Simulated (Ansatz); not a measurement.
# GaH (triplet): wave-function methods side by side, aug-cc-pVTZ

Aim: climb from Hartree-Fock through coupled cluster for GaH (triplet) at one geometry and basis, and see what each rung misses.

Method: aug-cc-pVTZ, core rule «outside noble gas», up to 14 orbitals frozen; program: Ansatz 0.2.0, Gaussian basis.

The runs, in order: UHF; CCSD(T) on ROHF; CCSD(T) on UHF; BCCD(T) on ROHF; CCSDT(Q) on ROHF; CCSDT(Q) on UHF; Full CI; Full CI in the symmetry of the determinant.

13 further runs of the same task are left out: 5 for a known fault of the program, 3 that didn't finish, 5 set aside as unsound or not needed.

## (1) The geometry

The geometry is a PBE0/def2-TZVPD stationary point (not a proven minimum) of the parent state, kept for this charge and spin. No spin-orbit coupling is included. The filled d shell of Ga may be among the frozen orbitals whatever the setting's name suggests; the logs give the count.

2 atoms, charge 0, spin multiplicity 3.

Atoms are counted from 1 here; the program's logs count them from 0.

Bond lengths: Ga1–H2 1.603 Å.

## (2) UHF

Contents of in.yaml:

```yaml
crystal:
  periodic: [false, false, false]
  atoms:
    - {symbol: Ga, position_ang: [0.000000, 0.000000, 0.000000]}
    - {symbol: H, position_ang: [0.000000, 0.000000, 1.602600]}
basis:
  gaussian: {orbitals: aug-cc-pVTZ}
magnetization: {spin_polarized: true, initial_magnetization: 2}
hamiltonian: {xc: hf}
output: {orbitals: {seedname: orbitals}}
```

Started as:

```
> ansatz run in.yaml --threads 1 --pin off --events-out ev --progress --plain --max-ram 4096MiB --backend cpu
```

Further steps of the session: CCSD(T) on ROHF; CCSD(T) on UHF; BCCD(T) on ROHF; CCSDT(Q) on ROHF; CCSDT(Q) on UHF; Full CI; Full CI in the symmetry of the determinant.

Before running them: what should the planned runs give, taken together? Wanted: FCI from the RHF energy; RMP2 from FCI; UMP2 from FCI; RCCSD from FCI; RCCSD(T) from FCI; UCCSD(T) from FCI; RCCSDT(Q) from FCI; UCCSDT(Q) from FCI; T1 diagnostic.

The runs gave:

| quantity | value |
| --- | --- |
| FCI from the ROHF energy | -1.6376 eV |
| RMP2 from FCI | +10.08 kcal/mol |
| UMP2 from FCI | +9.26 kcal/mol |
| RCCSD from FCI | +1.23 kcal/mol |
| RCCSD(T) from FCI | +0.28 kcal/mol |
| UCCSD(T) from FCI | -0.14 kcal/mol |
| RCCSDT(Q) from FCI | -0.05 kcal/mol |
| UCCSDT(Q) from FCI | -0.45 kcal/mol |
| levels within 1 kcal/mol (43 meV) | UCCSD, RCCSD(T), UCCSD(T), BCCD(T), RCCSDT, UCCSDT, RCCSDT(Q), UCCSDT(Q) |
| T1 diagnostic | 0.040 |
| effectively unpaired electrons | 2.02 |

In words: RCCSD(T) lands +0.28 kcal/mol from the yardstick (0.7 % of the correlation energy). UCCSD(T), UCCSDT, RCCSDT(Q), UCCSDT(Q) fall below full CI: unrestricted runs freeze a spin-polarised core, another one than full CI's, and coupled cluster isn't variational. One determinant dominates. These misses are within one basis, not against nature; the frozen cores of restricted and unrestricted runs differ, which can shift their rows.

Levels on UHF freeze UHF's core orbitals, full CI those of ROHF, so the U rows can settle a little off it for that reason alone.
